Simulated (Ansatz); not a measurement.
# C4H12BN: geometry at several levels

Wanted for C4H12BN: geometry at several levels.

Method: the levels named in each step, in Ansatz 0.2.0.

## (1) The starting structure

Bond lengths (14 of 18 bonds, heavy atoms first): B1–N2 1.633 Å, N2–C3 1.461 Å, C3–C4 1.534 Å, C4–C5 1.541 Å, N2–C6 1.461 Å, C5–C6 1.534 Å, B1–H7 1.192 Å, B1–H8 1.194 Å, B1–H9 1.193 Å, N2–H10 1.016 Å, C3–H11 1.091 Å, C3–H12 1.089 Å, C4–H13 1.088 Å, C4–H14 1.090 Å. Angles (14 of 36 angles, heavy atoms first): B1–N2–C3 115.0°, B1–N2–C6 115.0°, C3–N2–C6 103.7°, N2–C3–C4 105.3°, C3–C4–C5 104.3°, C4–C5–C6 104.3°, N2–C6–C5 105.3°, B1–N2–H10 105.0°, C3–N2–H10 109.0°, C6–N2–H10 109.0°, N2–B1–H7 105.7°, N2–B1–H8 105.6°, N2–B1–H9 106.3°, N2–C3–H11 107.2°.

As a file:

```xyz
18

B     2.2856   -0.3651    0.0258
N     0.6612   -0.4301   -0.1244
C    -0.0818   -0.2796    1.1240
C    -1.5358   -0.0334    0.7024
C    -1.4262    0.5479   -0.7204
C     0.0818    0.5876   -0.9981
H     2.7185   -0.5127   -1.0752
H     2.5772   -1.2618    0.7581
H     2.5360    0.7065    0.4860
H     0.4699   -1.3488   -0.5142
H     0.3296    0.5884    1.6425
H     0.0480   -1.1536    1.7600
H    -2.0346    0.6501    1.3865
H    -2.0998   -0.9666    0.6949
H    -1.9353   -0.0945   -1.4394
H    -1.8667    1.5403   -0.7921
H     0.5105    1.5476   -0.7050
H     0.3407    0.3985   -2.0386
```

## (2) A rough first relaxation, PBE-D4/def2-SVP

The input, input.yaml:

```yaml
crystal:
  periodic: [false, false, false]
  atoms:
    - { symbol: B, position_ang: [2.28556, -0.36515, 0.02578] }
    - { symbol: "N", position_ang: [0.66115, -0.43012, -0.12443] }
    - { symbol: C, position_ang: [-0.08176, -0.27955, 1.12401] }
    - { symbol: C, position_ang: [-1.53585, -0.03339, 0.70235] }
    - { symbol: C, position_ang: [-1.42621, 0.54794, -0.72035] }
    - { symbol: C, position_ang: [0.08178, 0.58758, -0.99814] }
    - { symbol: H, position_ang: [2.7185, -0.51273, -1.07517] }
    - { symbol: H, position_ang: [2.57722, -1.26185, 0.75815] }
    - { symbol: H, position_ang: [2.53603, 0.70647, 0.48596] }
    - { symbol: H, position_ang: [0.46989, -1.34883, -0.51417] }
    - { symbol: H, position_ang: [0.32965, 0.58838, 1.64248] }
    - { symbol: H, position_ang: [0.04796, -1.15362, 1.76003] }
    - { symbol: H, position_ang: [-2.03462, 0.65009, 1.38647] }
    - { symbol: H, position_ang: [-2.09979, -0.96661, 0.69486] }
    - { symbol: H, position_ang: [-1.93532, -0.09453, -1.4394] }
    - { symbol: H, position_ang: [-1.86674, 1.54028, -0.79211] }
    - { symbol: H, position_ang: [0.51055, 1.54757, -0.70496] }
    - { symbol: H, position_ang: [0.34069, 0.39854, -2.03861] }
basis:
  gaussian: { orbitals: def2-SVP }
hamiltonian:
  xc: pbe
  dispersion: d4
relax:
  f_tol: 0.03
  max_steps: 200
```

Started as:

```sh
> ansatz run input.yaml --threads 4 --pin off --max-ram 10240MiB --backend cpu --events-out ev --progress --plain --runs-dir out
```

Standard output:

```text
Warning: RAYON_NUM_THREADS=4 ignored (pool sized by the plan → 4); use --threads N
The last accepted step is kept in <dir> (removed where the run ends without a failure and the disk answers)
Engine: ansatz 0.2.0, x86_64-unknown-linux-gnu
Functional definition: PBE
  parameter kappa = 0.804
  parameter beta = 0.06672455060314922
  exchange = pbe_x(kappa = kappa, mu = beta*pi^2/3)
  correlation = pbe_c(beta = beta)
1654 factors; their error is unknown
mean field evaluation 1: about -6483.9999 eV, gradient 6.5e1 eV
mean field evaluation 2: about -6471.2342 eV, gradient 9.7e1 eV
mean field evaluation 4: about -6496.0581 eV, gradient 5.0e0 eV
mean field evaluation 8: about -6496.0191 eV, gradient 4.4e-1 eV
mean field evaluation 16: about -6496.0195 eV, gradient 2.0e-5 eV
mean field -6496.01951240 eV, -238.7243139207 hartree, gradient 2.0e-5 eV, S^2 0.000000; 0 other end points of the search recorded, 0 dependent functions left out
the calculation of the forces begins
reference -6496.01955399 eV, -238.7243154490 hartree; 24, 24 occupied and 120, 120 virtual orbitals, 1654 factors
relax step   1: F+E_penalty+E_count = -6496.41419177 eV  Δ(F+E_penalty+E_count) = +0.000e0 eV  max|allowed force component| = 1.084e0 eV/Å  Δτ_max = 0.0000 Å  (27 SCF iters, accepted)
these checks for a lower state are left out or cut short: starts, cluster_reference, orbital_swaps, neighbouring_geometries, increment
1654 factors; their error is unknown
mean field -6496.14786935 eV, -238.7290309515 hartree, gradient 1.0e-5 eV, S^2 0.000000; 0 other end points of the search recorded, 0 dependent functions left out
the calculation of the forces begins
reference -6496.14791136 eV, -238.7290324952 hartree; 24, 24 occupied and 120, 120 virtual orbitals, 1654 factors
relax step   2: F+E_penalty+E_count = -6496.54071092 eV  Δ(F+E_penalty+E_count) = -1.265e-1 eV  max|allowed force component| = 5.084e-1 eV/Å  Δτ_max = 0.0335 Å  (31 SCF iters, accepted)
these checks for a lower state are left out or cut short: starts, cluster_reference, orbital_swaps, neighbouring_geometries, increment
1654 factors; their error is unknown
mean field -6496.16691385 eV, -238.7297308241 hartree, gradient 1.0e-5 eV, S^2 0.000000; 0 other end points of the search recorded, 0 dependent functions left out
the calculation of the forces begins
reference -6496.16695608 eV, -238.7297323758 hartree; 24, 24 occupied and 120, 120 virtual orbitals, 1654 factors
relax step   3: F+E_penalty+E_count = -6496.55887593 eV  Δ(F+E_penalty+E_count) = -1.817e-2 eV  max|allowed force component| = 1.882e-1 eV/Å  Δτ_max = 0.0210 Å  (31 SCF iters, accepted)
these checks for a lower state are left out or cut short: starts, cluster_reference, orbital_swaps, neighbouring_geometries, increment
1654 factors; their error is unknown
mean field evaluation 32: about -6496.2574 eV, gradient 5.3e-1 eV
mean field -6496.16765118 eV, -238.7297579203 hartree, gradient 1.0e-5 eV, S^2 0.000000; 0 other end points of the search recorded, 0 dependent functions left out
the calculation of the forces begins
reference -6496.16769344 eV, -238.7297594731 hartree; 24, 24 occupied and 120, 120 virtual orbitals, 1654 factors
relax step   4: F+E_penalty+E_count = -6496.55951192 eV  Δ(F+E_penalty+E_count) = -6.360e-4 eV  max|allowed force component| = 4.846e-2 eV/Å  Δτ_max = 0.0068 Å  (31 SCF iters, accepted)
these checks for a lower state are left out or cut short: starts, cluster_reference, orbital_swaps, neighbouring_geometries, increment
1654 factors; their error is unknown
mean field -6496.16773117 eV, -238.7297608599 hartree, gradient 1.0e-5 eV, S^2 0.000000; 0 other end points of the search recorded, 0 dependent functions left out
the calculation of the forces begins
reference -6496.16777342 eV, -238.7297624126 hartree; 24, 24 occupied and 120, 120 virtual orbitals, 1654 factors
relax step   5: F+E_penalty+E_count = -6496.55971429 eV  Δ(F+E_penalty+E_count) = -2.024e-4 eV  max|allowed force component| = 2.002e-2 eV/Å  Δτ_max = 0.0041 Å  (31 SCF iters, accepted)
1654 factors; their error is unknown
mean field evaluation 64: about -6496.1677 eV, gradient 7.7e-4 eV
mean field -6496.16773117 eV, -238.7297608599 hartree, gradient 1.0e-5 eV, S^2 0.000000; 1 other end points of the search recorded, 0 dependent functions left out
the calculation of the forces begins
reference -6496.16777342 eV, -238.7297624126 hartree; 24, 24 occupied and 120, 120 virtual orbitals, 1654 factors
Total energy: -6496.55975654 eV, -238.7441675264 hartree
Atom 0 at     2.298036    -0.364900     0.028169 Å, force    -0.020024     0.001238    -0.001010 eV/Å
Atom 1 at     0.679229    -0.432881    -0.124415 Å, force     0.007530     0.004257     0.002552 eV/Å
Atom 2 at    -0.094553    -0.289695     1.142302 Å, force     0.005668     0.002669    -0.002973 eV/Å
Atom 3 at    -1.549573    -0.031744     0.711283 Å, force     0.000367     0.000108    -0.004774 eV/Å
Atom 4 at    -1.438659     0.556069    -0.727214 Å, force    -0.000342    -0.003137     0.003400 eV/Å
Atom 5 at     0.072137     0.593678    -1.019629 Å, force     0.004887    -0.000503     0.004840 eV/Å
Atom 6 at     2.750387    -0.513448    -1.109998 Å, force     0.001063    -0.000144    -0.002453 eV/Å
Atom 7 at     2.604209    -1.288770     0.786350 Å, force     0.000718    -0.001806     0.001805 eV/Å
Atom 8 at     2.537721     0.750828     0.502808 Å, force    -0.000458     0.002777     0.001060 eV/Å
Atom 9 at     0.467057    -1.362452    -0.520594 Å, force    -0.000813    -0.002093    -0.000959 eV/Å
Atom 10 at     0.347866     0.579124     1.668972 Å, force     0.000963    -0.002751    -0.001144 eV/Å
Atom 11 at     0.062881    -1.181893     1.775748 Å, force     0.000978     0.000392     0.000455 eV/Å
Atom 12 at    -2.058237     0.655785     1.414237 Å, force    -0.000144     0.000421    -0.000246 eV/Å
Atom 13 at    -2.135926    -0.972703     0.707347 Å, force    -0.000953     0.000481    -0.000457 eV/Å
Atom 14 at    -1.969083    -0.088199    -1.457146 Å, force    -0.000999     0.000165     0.000498 eV/Å
Atom 15 at    -1.886643     1.564990    -0.810687 Å, force    -0.000255     0.000124     0.000359 eV/Å
Atom 16 at     0.532663     1.558334    -0.727537 Å, force     0.000922    -0.002785    -0.000979 eV/Å
Atom 17 at     0.359178     0.388346    -2.067245 Å, force     0.000893     0.000587     0.000025 eV/Å
Dipole moment:    -1.218748     0.010544    -0.089649 e Å
```

Run time: 8.7 s. Hardware: 4 threads of Intel Xeon Platinum 8488C (Sapphire Rapids), shared host; peak memory 0.21 GiB.

Step by step:

```csv
step,E - E(step 1) (eV),largest force component (eV/Å)
1,0.0000,1.0845
2,-0.1265,0.5084
3,-0.1447,0.1882
4,-0.1453,0.0485
5,-0.1455,0.0200
```

Step 1 is the start.

Before: Bond lengths (14 of 18 bonds, heavy atoms first): B1–N2 1.633 Å, N2–C3 1.461 Å, C3–C4 1.534 Å, C4–C5 1.541 Å, N2–C6 1.461 Å, C5–C6 1.534 Å, B1–H7 1.192 Å, B1–H8 1.194 Å, B1–H9 1.193 Å, N2–H10 1.016 Å, C3–H11 1.091 Å, C3–H12 1.089 Å, C4–H13 1.088 Å, C4–H14 1.090 Å. Angles (14 of 36 angles, heavy atoms first): B1–N2–C3 115.0°, B1–N2–C6 115.0°, C3–N2–C6 103.7°, N2–C3–C4 105.3°, C3–C4–C5 104.3°, C4–C5–C6 104.3°, N2–C6–C5 105.3°, B1–N2–H10 105.0°, C3–N2–H10 109.0°, C6–N2–H10 109.0°, N2–B1–H7 105.7°, N2–B1–H8 105.6°, N2–B1–H9 106.3°, N2–C3–H11 107.2°.

After: Bond lengths (14 of 18 bonds, heavy atoms first): B1–N2 1.627 Å, N2–C3 1.491 Å, C3–C4 1.539 Å, C4–C5 1.558 Å, N2–C6 1.491 Å, C5–C6 1.539 Å, B1–H7 1.234 Å, B1–H8 1.234 Å, B1–H9 1.236 Å, N2–H10 1.033 Å, C3–H11 1.108 Å, C3–H12 1.105 Å, C4–H13 1.107 Å, C4–H14 1.109 Å. Angles (14 of 36 angles, heavy atoms first): B1–N2–C3 115.6°, B1–N2–C6 115.6°, C3–N2–C6 103.4°, N2–C3–C4 105.6°, C3–C4–C5 104.7°, C4–C5–C6 104.7°, N2–C6–C5 105.6°, B1–N2–H10 106.1°, C3–N2–H10 107.8°, C6–N2–H10 107.8°, N2–B1–H7 105.9°, N2–B1–H8 105.9°, N2–B1–H9 105.5°, N2–C3–H11 105.8°.

## (3) Relaxation, HF/STO-3G

The input, input.yaml:

```yaml
crystal:
  periodic: [false, false, false]
  atoms:
    - { symbol: B, position_ang: [2.29803641, -0.36489969, 0.02816929] }
    - { symbol: "N", position_ang: [0.67922863, -0.4328809, -0.12441507] }
    - { symbol: C, position_ang: [-0.09455335, -0.28969518, 1.14230167] }
    - { symbol: C, position_ang: [-1.54957271, -0.03174364, 0.71128251] }
    - { symbol: C, position_ang: [-1.43865916, 0.55606935, -0.72721362] }
    - { symbol: C, position_ang: [0.07213743, 0.59367756, -1.01962857] }
    - { symbol: H, position_ang: [2.75038714, -0.51344771, -1.10999809] }
    - { symbol: H, position_ang: [2.60420931, -1.28877, 0.78635] }
    - { symbol: H, position_ang: [2.53772114, 0.75082807, 0.5028079] }
    - { symbol: H, position_ang: [0.46705693, -1.36245176, -0.5205945] }
    - { symbol: H, position_ang: [0.34786564, 0.57912423, 1.66897239] }
    - { symbol: H, position_ang: [0.06288132, -1.18189274, 1.77574827] }
    - { symbol: H, position_ang: [-2.05823726, 0.65578493, 1.41423683] }
    - { symbol: H, position_ang: [-2.13592639, -0.97270342, 0.7073468] }
    - { symbol: H, position_ang: [-1.96908265, -0.08819911, -1.45714636] }
    - { symbol: H, position_ang: [-1.88664338, 1.56499018, -0.81068684] }
    - { symbol: H, position_ang: [0.53266337, 1.55833391, -0.72753714] }
    - { symbol: H, position_ang: [0.35917758, 0.38834591, -2.06724547] }
basis:
  gaussian: { orbitals: STO-3G }
hamiltonian:
  xc: hf
relax:
  f_tol: 0.004
  max_steps: 150
```

Started as:

```sh
> ansatz run input.yaml --threads 4 --pin off --max-ram 10240MiB --backend cpu --events-out ev --progress --plain --runs-dir out
```

Standard output (excerpt; [...] marks lines left out):

```text
Warning: RAYON_NUM_THREADS=4 ignored (pool sized by the plan → 4); use --threads N
[...]
Functional definition: HF
[...]
658 factors; integrals over basis functions are off by at most 1.9e-5 eV
[...]
mean field -6388.14108424 eV, -234.7598548082 hartree, gradient 4.7e-5 eV, S^2 0.000000; 0 other end points of the search recorded, 0 dependent functions left out
[...]
reference -6388.14108424 eV, -234.7598548082 hartree; 24, 24 occupied and 18, 18 virtual orbitals, 658 factors
relax step   1: F+E_penalty+E_count = -6388.14108424 eV  Δ(F+E_penalty+E_count) = +0.000e0 eV  max|allowed force component| = 2.288e0 eV/Å  Δτ_max = 0.0000 Å  (27 SCF iters, accepted)
[...]
relax step   3: F+E_penalty+E_count = -6388.48450263 eV  Δ(F+E_penalty+E_count) = -4.917e-3 eV  max|allowed force component| = 1.889e-1 eV/Å  Δτ_max = 0.0462 Å  (22 SCF iters, accepted)
[...]
Atom 8 at     2.517559     0.727940     0.491703 Å, force     0.000651     0.000312     0.000169 eV/Å
Atom 9 at     0.484493    -1.375034    -0.524429 Å, force    -0.000069    -0.000001    -0.000008 eV/Å
Atom 10 at     0.334568     0.506515     1.715498 Å, force    -0.000125    -0.000043     0.000075 eV/Å
Atom 11 at     0.013050    -1.236612     1.729877 Å, force     0.000018     0.000050    -0.000166 eV/Å
Atom 12 at    -2.016758     0.680349     1.402095 Å, force    -0.000004     0.000037    -0.000008 eV/Å
Atom 13 at    -2.143348    -0.929479     0.711833 Å, force     0.000015     0.000026     0.000006 eV/Å
Atom 14 at    -1.978119    -0.053767    -1.431186 Å, force     0.000017     0.000018     0.000017 eV/Å
Atom 15 at    -1.848553     1.571856    -0.779575 Å, force    -0.000010     0.000020     0.000029 eV/Å
Atom 16 at     0.529484     1.539572    -0.812578 Å, force    -0.000114     0.000028    -0.000097 eV/Å
Atom 17 at     0.306757     0.320050    -2.079555 Å, force    -0.000008    -0.000079     0.000153 eV/Å
Dipole moment:    -1.281467    -0.015874    -0.105285 e Å
```

Wall time 4.5 s (4 threads of Intel Xeon Platinum 8488C (Sapphire Rapids), shared host); peak memory 0.13 GiB.

Step by step:

| step | E - E(step 1) (eV) | largest force component (eV/Å) |
| --- | --- | --- |
| 1 | 0.0000 | 2.2878 |
| 2 | -0.3385 | 0.1675 |
| 3 | -0.3434 | 0.1889 |
| 4 | -0.3468 | 0.0743 |
| 5 | -0.3471 | 0.0538 |
| 6 | -0.3476 | 0.0269 |
| 7 | -0.3477 | 0.0117 |
| 8 | -0.3477 | 0.0068 |
| 9 | -0.3477 | 0.0009 |

Step 1 is the start.

Before: Bond lengths (14 of 18 bonds, heavy atoms first): B1–N2 1.627 Å, N2–C3 1.491 Å, C3–C4 1.539 Å, C4–C5 1.558 Å, N2–C6 1.491 Å, C5–C6 1.539 Å, B1–H7 1.234 Å, B1–H8 1.234 Å, B1–H9 1.236 Å, N2–H10 1.033 Å, C3–H11 1.108 Å, C3–H12 1.105 Å, C4–H13 1.107 Å, C4–H14 1.109 Å. Angles (14 of 36 angles, heavy atoms first): B1–N2–C3 115.6°, B1–N2–C6 115.6°, C3–N2–C6 103.4°, N2–C3–C4 105.6°, C3–C4–C5 104.7°, C4–C5–C6 104.7°, N2–C6–C5 105.6°, B1–N2–H10 106.1°, C3–N2–H10 107.8°, C6–N2–H10 107.8°, N2–B1–H7 105.9°, N2–B1–H8 105.9°, N2–B1–H9 105.5°, N2–C3–H11 105.8°.

After: Bond lengths (14 of 18 bonds, heavy atoms first): B1–N2 1.653 Å, N2–C3 1.507 Å, C3–C4 1.549 Å, C4–C5 1.555 Å, N2–C6 1.507 Å, C5–C6 1.549 Å, B1–H7 1.163 Å, B1–H8 1.163 Å, B1–H9 1.162 Å, N2–H10 1.035 Å, C3–H11 1.089 Å, C3–H12 1.089 Å, C4–H13 1.086 Å, C4–H14 1.087 Å. Angles (14 of 36 angles, heavy atoms first): B1–N2–C3 115.1°, B1–N2–C6 115.1°, C3–N2–C6 104.4°, N2–C3–C4 105.6°, C3–C4–C5 105.5°, C4–C5–C6 105.5°, N2–C6–C5 105.6°, B1–N2–H10 107.6°, C3–N2–H10 107.0°, C6–N2–H10 107.0°, N2–B1–H7 104.4°, N2–B1–H8 104.4°, N2–B1–H9 105.0°, N2–C3–H11 107.2°.

## (4) Relaxation, HF/6-31G*

input.yaml, as its differences from that of step 3:

```diff
@@ -22,3 +22,3 @@
 basis:
-  gaussian: { orbitals: STO-3G }
+  gaussian: { orbitals: "6-31G*" }
 hamiltonian:
```

Started as:

```sh
> ansatz run input.yaml --threads 4 --pin off --max-ram 10240MiB --backend cpu --events-out ev --progress --plain --runs-dir out
```

Standard output (excerpt; [...] marks lines left out):

```text
Warning: RAYON_NUM_THREADS=4 ignored (pool sized by the plan → 4); use --threads N
[...]
Functional definition: HF
[...]
1404 factors; integrals over basis functions are off by at most 4.6e-4 eV
[...]
mean field -6464.71971574 eV, -237.5740676092 hartree, gradient 2.0e-5 eV, S^2 0.000000; 0 other end points of the search recorded, 0 dependent functions left out
[...]
reference -6464.71971574 eV, -237.5740676092 hartree; 24, 24 occupied and 90, 90 virtual orbitals, 1404 factors
relax step   1: F+E_penalty+E_count = -6464.71971574 eV  Δ(F+E_penalty+E_count) = +0.000e0 eV  max|allowed force component| = 1.072e0 eV/Å  Δτ_max = 0.0000 Å  (32 SCF iters, accepted)
[...]
relax step   6: F+E_penalty+E_count = -6464.86029203 eV  Δ(F+E_penalty+E_count) = -2.773e-5 eV  max|allowed force component| = 4.528e-3 eV/Å  Δτ_max = 0.0024 Å  (23 SCF iters, accepted)
[...]
Atom 8 at     2.536977     0.743333     0.499482 Å, force     0.000859     0.000065     0.000087 eV/Å
Atom 9 at     0.473206    -1.338626    -0.510417 Å, force    -0.001161     0.000181    -0.000021 eV/Å
Atom 10 at     0.331733     0.543808     1.666138 Å, force     0.000342    -0.000424     0.000210 eV/Å
Atom 11 at     0.040358    -1.181224     1.738784 Å, force     0.000403     0.000018    -0.000720 eV/Å
Atom 12 at    -2.034391     0.652335     1.396971 Å, force     0.000497     0.000065    -0.000489 eV/Å
Atom 13 at    -2.121059    -0.945049     0.704612 Å, force    -0.000218     0.000579    -0.000542 eV/Å
Atom 14 at    -1.956200    -0.071067    -1.434016 Å, force    -0.000315     0.000049     0.000757 eV/Å
Atom 15 at    -1.865143     1.549234    -0.797748 Å, force     0.000422    -0.000319     0.000455 eV/Å
Atom 16 at     0.518202     1.531998    -0.752183 Å, force     0.000385    -0.000174    -0.000397 eV/Å
Atom 17 at     0.331969     0.364384    -2.043657 Å, force     0.000297    -0.000508     0.000572 eV/Å
Dipole moment:    -1.244564     0.013251    -0.090538 e Å
```

Wall time 8.3 s (4 threads of Intel Xeon Platinum 8488C (Sapphire Rapids), shared host); peak memory 0.28 GiB.

Step by step:

```csv
step,E - E(step 1) (eV),largest force component (eV/Å)
1,0.0000,1.0723
2,-0.1298,0.4299
3,-0.1395,0.2104
4,-0.1403,0.0365
5,-0.1405,0.0083
6,-0.1406,0.0045
7,-0.1406,0.0039
```

Step 1 is the start.

Before: Bond lengths (14 of 18 bonds, heavy atoms first): B1–N2 1.627 Å, N2–C3 1.491 Å, C3–C4 1.539 Å, C4–C5 1.558 Å, N2–C6 1.491 Å, C5–C6 1.539 Å, B1–H7 1.234 Å, B1–H8 1.234 Å, B1–H9 1.236 Å, N2–H10 1.033 Å, C3–H11 1.108 Å, C3–H12 1.105 Å, C4–H13 1.107 Å, C4–H14 1.109 Å. Angles (14 of 36 angles, heavy atoms first): B1–N2–C3 115.6°, B1–N2–C6 115.6°, C3–N2–C6 103.4°, N2–C3–C4 105.6°, C3–C4–C5 104.7°, C4–C5–C6 104.7°, N2–C6–C5 105.6°, B1–N2–H10 106.1°, C3–N2–H10 107.8°, C6–N2–H10 107.8°, N2–B1–H7 105.9°, N2–B1–H8 105.9°, N2–B1–H9 105.5°, N2–C3–H11 105.8°.

After: Bond lengths (14 of 18 bonds, heavy atoms first): B1–N2 1.657 Å, N2–C3 1.477 Å, C3–C4 1.536 Å, C4–C5 1.550 Å, N2–C6 1.477 Å, C5–C6 1.536 Å, B1–H7 1.212 Å, B1–H8 1.212 Å, B1–H9 1.212 Å, N2–H10 1.005 Å, C3–H11 1.081 Å, C3–H12 1.080 Å, C4–H13 1.083 Å, C4–H14 1.084 Å. Angles (14 of 36 angles, heavy atoms first): B1–N2–C3 115.2°, B1–N2–C6 115.2°, C3–N2–C6 104.3°, N2–C3–C4 105.4°, C3–C4–C5 104.7°, C4–C5–C6 104.7°, N2–C6–C5 105.4°, B1–N2–H10 105.6°, C3–N2–H10 108.1°, C6–N2–H10 108.1°, N2–B1–H7 105.1°, N2–B1–H8 105.1°, N2–B1–H9 105.2°, N2–C3–H11 106.7°.

(Part 1 of 2 ends here.)
